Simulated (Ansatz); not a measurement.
Geometry optimisation, DFT LDA, scalar-relativistic, plane waves, PAW in Ansatz 0.2.0.

Input:

```yaml
crystal:
  lattice:
    - [5.81166, 0.0, 0.0]
    - [-2.90583, 5.033045, 0.0]
    - [0.0, 0.0, 17.256475]
  atoms:
    - { symbol: W, position: [0.0, 0.0, 0.0579493] }
    - { symbol: C, position: [0.3333333, 0.1666667, 0.1401691] }
    - { symbol: W, position: [0.0, 0.0, 0.222389] }
    - { symbol: C, position: [0.3333333, 0.1666667, 0.3046088] }
    - { symbol: W, position: [0.0, 0.5, 0.0579493] }
    - { symbol: C, position: [0.3333333, 0.6666667, 0.1401691] }
    - { symbol: W, position: [0.0, 0.5, 0.222389] }
    - { symbol: C, position: [0.3333333, 0.6666667, 0.3046088] }
    - { symbol: W, position: [0.5, 0.0, 0.0579493] }
    - { symbol: C, position: [0.8333333, 0.1666667, 0.1401691] }
    - { symbol: W, position: [0.5, 0.0, 0.222389] }
    - { symbol: C, position: [0.8333333, 0.1666667, 0.3046088] }
    - { symbol: W, position: [0.5, 0.5, 0.0579493] }
    - { symbol: C, position: [0.8333333, 0.6666667, 0.1401691] }
    - { symbol: W, position: [0.5, 0.5, 0.222389] }
    - { symbol: C, position: [0.8333333, 0.6666667, 0.3046088] }
    - { symbol: F, position: [0.1552581, 0.7908895, 0.3214141] }
basis:
  ecutwfc: 420.0
kpoints:
  mp_grid: { grid: [4, 4, 1] }
hamiltonian:
  xc: lda
  pseudopotentials: { kind: paw, azcp: { folder: soft_1 } }
scf:
  occupations: { method: gaussian, width: 0.15 }
  lower_state_search: "off"
relax:
  f_tol: 0.03
  max_steps: 60
  adjacent_minimum: "off"
  constraints: [{ sites: [0, 4, 8, 12] }]
```

Launched with:

```bash
$ ansatz run input.yaml --threads 4 --pin off --max-ram 10240MiB --backend cpu --events-out ev --progress --plain --runs-dir out
```

Problem. Where does it end, and by what steps?

Solution. The run converged. The force dipped under the threshold on the way, but the program's further checks kept it going. Limits of this set-up: coarse k mesh, thin slab, slab without dipole correction, odd electron count without spin, PAW files made for another functional, a typed lattice constant that wasn't relaxed here. After 11 steps the energy has fallen by 9.225 eV; F17 moved furthest, 1.72 Å. Parted: W3–F17 (2.51 → 4.20 Å), W7–F17 (2.25 → 3.05 Å), W11–F17 (2.44 → 3.05 Å).

```
step  energy less start (eV)  largest force component (eV/Å)  accepted
   0                  0.0000                           4.908       yes
   1                 -3.0276                           4.252       yes
   2                 -5.1019                           3.607       yes
   3                 -6.3456                           3.283       yes
   4                 -7.4444                           3.368       yes
   5                 -8.2222                           1.918       yes
   6                 -8.6584                           1.450       yes
   7                 -8.9303                           0.987       yes
   8                 -9.1060                           0.601       yes
   9                 -9.2021                           0.270       yes
  10                 -9.2246                           0.014       yes
  11                 -9.2246                           0.015       yes
```

```xyz
17
Lattice="5.8117 0.0000 0.0000 -2.9058 5.0330 0.0000 0.0000 0.0000 17.2565" Properties=species:S:1:pos:R:3
W 0.000 0.000 1.000
C 1.452 0.839 2.290
W -0.001 0.000 3.811
C 1.467 0.847 4.897
W -1.453 2.517 1.000
C 0.000 3.356 2.323
W -1.461 2.512 3.800
C -0.002 3.356 5.036
W 2.906 0.000 1.000
C 4.359 0.838 2.290
W 2.905 0.009 3.800
C 4.343 0.848 4.895
W 1.453 2.517 1.000
C 2.906 3.356 2.290
W 1.460 2.512 3.801
C 2.905 3.338 4.896
F -0.006 3.357 6.346
```

Whether the end is a true minimum wasn't checked by a vibrational analysis.

Run time: 75 s on 4 threads of Arm Neoverse V2, on a shared host, peak memory 1.3 GiB.
